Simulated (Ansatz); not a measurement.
# CH₅GeNO: up Jacob's ladder to CCSD(T)

How much do the methods differ for CH₅GeNO? The plan is to run it at one geometry with functionals of several rungs and with coupled cluster. The yardstick is the atomisation energy at the CCSD(T) limit.

Method: functionals in def2-TZVPP, the program's frozen cores in correlated methods; program: Ansatz 0.2.0, Gaussian basis.

Levels to be run: PBE-D4, r2SCAN-D4, PBE0-D4, B3LYP-D4, ωB97X-V, ωB97M-V, B2PLYP; CCSD(T)/def2-TZVPP; MP2/def2-QZVPP; extrapolation to the limit.

## Step 1: The relaxed structure

All runs share one geometry, relaxed beforehand with PBE0-D4/def2-TZVP.

SMILES `O=C[NH][GeH3]`, 9 atoms, charge 0, spin multiplicity 1.

Atoms are counted from 1 here; the program's logs count them from 0.

Bond lengths: O1–C2 1.212 Å, C2–N3 1.349 Å, C2–H5 1.106 Å, N3–Ge4 1.868 Å, N3–H6 1.007 Å, Ge4–H7 1.530 Å, Ge4–H8 1.530 Å, Ge4–H9 1.537 Å. Angles: O1–C2–N3 123.1°, O1–C2–H5 122.3°, N3–C2–H5 114.6°, C2–N3–Ge4 118.3°, C2–N3–H6 118.0°, Ge4–N3–H6 123.7°, N3–Ge4–H7 109.2°, N3–Ge4–H8 109.2°, N3–Ge4–H9 103.4°, H7–Ge4–H8 112.2°, H7–Ge4–H9 111.2°, H8–Ge4–H9 111.2°.

## Step 2: PBE-D4 (GGA)

in.yaml reads:

```yaml
crystal:
  periodic: [false, false, false]
  atoms:
    - {symbol: O, position_ang: [0.520751, 0.416651, -1.869897]}
    - {symbol: C, position_ang: [1.124216, 0.583598, -0.832296]}
    - {symbol: N, position_ang: [0.627771, 0.236067, 0.372985]}
    - {symbol: Ge, position_ang: [-1.070299, -0.538719, 0.439853]}
    - {symbol: H, position_ang: [2.132965, 1.036548, -0.801112]}
    - {symbol: H, position_ang: [1.195195, 0.409609, 1.186701]}
    - {symbol: H, position_ang: [-1.056548, -1.851736, -0.344879]}
    - {symbol: H, position_ang: [-2.098524, 0.452235, -0.108595]}
    - {symbol: H, position_ang: [-1.287228, -0.790553, 1.940139]}
basis:
  gaussian: {orbitals: def2-TZVPP}
hamiltonian: {xc: pbe, dispersion: d4}
output: {forces: true, orbitals: {seedname: orbitals}}
```

Run with:

```console
$ ansatz run in.yaml --threads 4 --pin off --events-out ev --progress --plain --max-ram 10444MiB
```

The runs that follow: r2SCAN-D4 (meta-GGA); PBE0-D4 (hybrid); B3LYP-D4 (hybrid); ωB97X-V (range-separated); ωB97M-V (range-separated); B2PLYP (double hybrid); CCSD(T) in def2-TZVPP; MP2 in def2-QZVPP.

**Question.** What will the summary of the whole plan be? Wanted: atomisation energy, CCSD(T)/CBS; farthest; mean size of error, hybrid; mean size of error, range-separated; gap, smallest and largest; T1 diagnostic; triples share of the correlation energy.

**Answer**, as computed:

| quantity | value |
| --- | --- |
| atomisation energy, CCSD(T)/CBS | 32.759 eV |
| functionals within 0.328 eV (1.0 %) | r2SCAN-D4, PBE0-D4, B3LYP-D4, ωB97X-V, ωB97M-V |
| farthest | PBE-D4 (+0.798 eV) |
| mean size of error, hybrid | 0.056 eV |
| mean size of error, range-separated | 0.103 eV |
| gap, smallest and largest | 5.27 eV (PBE-D4), 12.51 eV (ωB97X-V) |
| T1 diagnostic | 0.0147 |
| triples share of the correlation energy | 3.9 % |

PBE-D4 misses by +0.798 eV, or 0.100 eV for each of 8 bonds. Double hybrids carry the basis error of their MP2 part in triple zeta, and no dispersion term here, so their miss is partly the set-up's. The reference freezes the cores and leaves out relativity and excitations past (T), and its outer-core shells are covered unevenly, so misses under about 0.328 eV can't be ranked. Hartree-Fock recovers 68 % of the binding; the rest is correlation. Orbital gaps span 5.3 to 12.5 eV; exact exchange widens them. Correlated methods include outer-core shells of Ge, which these sets cover unevenly.
